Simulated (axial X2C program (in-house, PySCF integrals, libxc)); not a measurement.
**Linear NSeN⁺ at several levels**

An exercise on one series of results from a longer session: the logs are not shown, and one member is left open.

Computed with an in-house X2C program for linear molecules on PySCF integrals. Level: all-electron X2C, two-component (2c) or spin-free, N dyall-av3z, Se dyall-v3z.

All values are calculated.

2 further runs of the same task are left out: 2 set aside as unsound or not needed.

Set-up of the first run:

task.json

```json
{
 "zs": [
  7,
  34,
  7
 ],
 "q": 1,
 "bas": [
  "dyall-av3z",
  "dyall-v3z",
  "dyall-av3z"
 ],
 "r0": [
  1.67,
  1.67
 ],
 "symm": 1,
 "scan": [
  "PBE0",
  "HF",
  "PBE"
 ],
 "levels": [
  "PBE0",
  "HF",
  "TPSSh"
 ],
 "nst": 2
}
```

Keys: zs atomic numbers; q charge; bas basis sets; r0 starting distance in Å; symm equal bonds; scan levels of the two-bond scan; levels methods; nst determinants followed.

Run with:

```bash
$ python solin.py task.json out
```

Masses N 14.003, Se 79.917, N 14.003 u.

Among the steps run: Scan at PBE0, 2c; Scan at PBE, 2c; Scan at PBE0, spin-free.

One of the session's tables, all rows but one given; the rest of the session is left out.

| level | r(N–Se) (Å) | r(Se–N) (Å) | lower stretch (cm⁻¹) | upper stretch (cm⁻¹) |
| --- | --- | --- | --- | --- |
| PBE0, 2c | 1.646 | 1.646 | 768.7 | 887.6 |
| PBE, 2c | 1.673 | 1.673 | 776.6 | 843.4 |
| PBE0, spin-free | ? | ? | ? | ? |
| PBE, spin-free | 1.672 | 1.672 | 772.5 | 844.1 |

Estimate the missing values for PBE0, spin-free.

The run gave: r(N–Se) (Å): 1.645; r(Se–N) (Å): 1.645; lower stretch (cm⁻¹): 759.6; upper stretch (cm⁻¹): 889.7. In the column «r(N–Se) (Å)» it is the lowest.

Scans not shown above were run alike.

The molecule was held linear; bending was not examined, so a bent shape may lie lower. Note: functional without a current term on a determinant with orbital currents, of the molecule or an atom.
